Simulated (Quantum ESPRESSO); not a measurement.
Write the native input for Quantum ESPRESSO 7.5 that does the following.

```
Task                : single point
Functional          : PBE
Potentials or basis : SSSP 1.3 efficiency PBE
Cutoff              : 816 eV
Density cutoff      : 6531 eV
k mesh              : 6 × 6 × 8
Occupations         : fermi-dirac, width 0.05 eV
Spin                : no spin polarisation
Mixing beta         : 0.5
Most SCF iterations : 120
SCF threshold       : 1e-09 Ry
```

Crystal: SnN2F2.

```
Sn F N
1.0
     4.39704   -2.64701    0.00000
     4.39704    2.64701    0.00000
    -1.25295    0.00000    3.52112
Sn F N
1 2 2
Cartesian
  0.0239 -0.0183 0.0373
  0.6644 -0.0179 2.2054
  6.8175 0.0466 1.3065
  3.9605 0.0024 0.3067
  3.5684 0.0350 3.1986
```

The cell comes from a database or a generator and needn't be the stable form of this composition.

The cell isn't the ideal one: atoms moved at random, drawn with an rms of 0.05 Å.

One way to write it, as run:

pw.in

```
&CONTROL
  calculation = 'scf'
  prefix = 'pwscf'
  outdir = './tmp'
  pseudo_dir = './pseudo'
  tprnfor = .true.
  tstress = .true.
  disk_io = 'nowf'
/
&SYSTEM
  ibrav = 0
  nat = 5
  ntyp = 3
  ecutwfc = 60
  ecutrho = 480
  nbnd = 27
  occupations = 'smearing'
  smearing = 'fd'
  degauss = 0.00367493
/
&ELECTRONS
  conv_thr = 1d-09
  electron_maxstep = 120
  mixing_beta = 0.5
/
ATOMIC_SPECIES
Sn   118.7100 Sn_pbe_v1.uspp.F.UPF
F     18.9984 f_pbe_v1.4.uspp.F.UPF
N     14.0070 N.pbe-n-radius_5.UPF
CELL_PARAMETERS angstrom
   4.3970390000   -2.6470130000    0.0000000000
   4.3970390000    2.6470130000    0.0000000000
  -1.2529480000    0.0000000000    3.5211200000
ATOMIC_POSITIONS crystal
Sn     0.0076750000    0.0007680000    0.0105850000
F      0.1681750000    0.1614070000    0.6263430000
F      0.8193100000    0.8369030000    0.3710340000
N      0.4623190000    0.4632190000    0.0871130000
N      0.5285950000    0.5418030000    0.9084170000
K_POINTS automatic
6 6 8 0 0 0
```

Potentials or basis: SSSP 1.3 efficiency PBE.

Command:

```console
$ OMP_NUM_THREADS=1 pw.x -in pw.in > pw.out
```

It gave:

```json
{
  "Pressure": "12.3 GPa",
  "Largest force": "7.274 eV/Å",
  "Band gap on the k mesh": "1.32 eV, direct"
}
```

Caveat: spin-orbit coupling is left out, which moves the levels of the heavy elements.

Run time: 3.6 min on 1 thread of Intel(R) Xeon(R) Platinum 8488C (Sapphire Rapids), with other jobs on the host, peak memory 0.64 GiB.
